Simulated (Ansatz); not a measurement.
# C3H9FZr: the cost of one run

Computed with Ansatz 0.2.0, Gaussian basis. Level: RKS PBE0-D4/def2-TZVP.

Plan: relaxation at PBE0-D4/def2-TZVP; harmonic vibrations at the same level; a single point in def2-TZVPP for the fields.

## (1) Where the work starts

SMILES `[CH3][Zr]([CH3])([CH3])[F]`, 14 atoms, charge 0, spin multiplicity 1.

Atoms are counted from 1 here; the program's logs count them from 0.

Bond lengths: C1–Zr2 2.229 Å, C1–H6 1.106 Å, C1–H7 1.106 Å, C1–H8 1.103 Å, Zr2–C3 2.229 Å, Zr2–C4 2.229 Å, Zr2–F5 1.905 Å, C3–H9 1.106 Å, C3–H10 1.106 Å, C3–H11 1.103 Å, C4–H12 1.106 Å, C4–H13 1.103 Å, C4–H14 1.106 Å. Angles: Zr2–C1–H6 109.4°, Zr2–C1–H7 110.1°, Zr2–C1–H8 115.4°, H6–C1–H7 107.1°, H6–C1–H8 107.2°, H7–C1–H8 107.3°, C1–Zr2–C3 110.9°, C1–Zr2–C4 110.8°, C1–Zr2–F5 108.0°, C3–Zr2–C4 111.1°, C3–Zr2–F5 108.0°, C4–Zr2–F5 108.0°, Zr2–C3–H9 109.9°, Zr2–C3–H10 109.5°, Zr2–C3–H11 115.5°, H9–C3–H10 107.0°, H9–C3–H11 107.2°, H10–C3–H11 107.2° and more.

The start is a GFN2-xTB geometry. Zr takes the def2 core potential; no spin-orbit term is included.

## (2) Geometry optimisation, PBE0-D4/def2-TZVP

Contents of in.yaml:

```yaml
crystal:
  periodic: [false, false, false]
  atoms:
    - {symbol: C, position_ang: [-1.831270, 0.668520, 0.845060]}
    - {symbol: Zr, position_ang: [-0.114960, 0.153670, -0.480110]}
    - {symbol: C, position_ang: [1.731180, 1.228670, 0.154960]}
    - {symbol: C, position_ang: [0.216200, -2.049830, -0.523120]}
    - {symbol: F, position_ang: [-0.545180, 0.718600, -2.247360]}
    - {symbol: H, position_ang: [-2.765470, 0.267130, 0.408850]}
    - {symbol: H, position_ang: [-1.947070, 1.766820, 0.907260]}
    - {symbol: H, position_ang: [-1.763050, 0.287780, 1.877730]}
    - {symbol: H, position_ang: [2.569630, 0.966570, -0.517200]}
    - {symbol: H, position_ang: [1.573070, 2.319740, 0.065490]}
    - {symbol: H, position_ang: [2.065510, 1.030680, 1.186830]}
    - {symbol: H, position_ang: [1.069620, -2.290940, -1.183980]}
    - {symbol: H, position_ang: [0.416790, -2.519280, 0.454430]}
    - {symbol: H, position_ang: [-0.675000, -2.548150, -0.948850]}
basis:
  gaussian: {orbitals: def2-TZVP}
hamiltonian: {xc: pbe0, dispersion: d4}
relax: {f_tol: 0.005, max_steps: 150}
```

Launch:

```console
$ ansatz run in.yaml --threads 4 --pin off --events-out ev --progress --plain --max-ram 11315MiB
```

What time and memory should one allow on 4 threads of Arm Neoverse V1, shared host?

About 3 min, with a peak of 0.61 GiB.
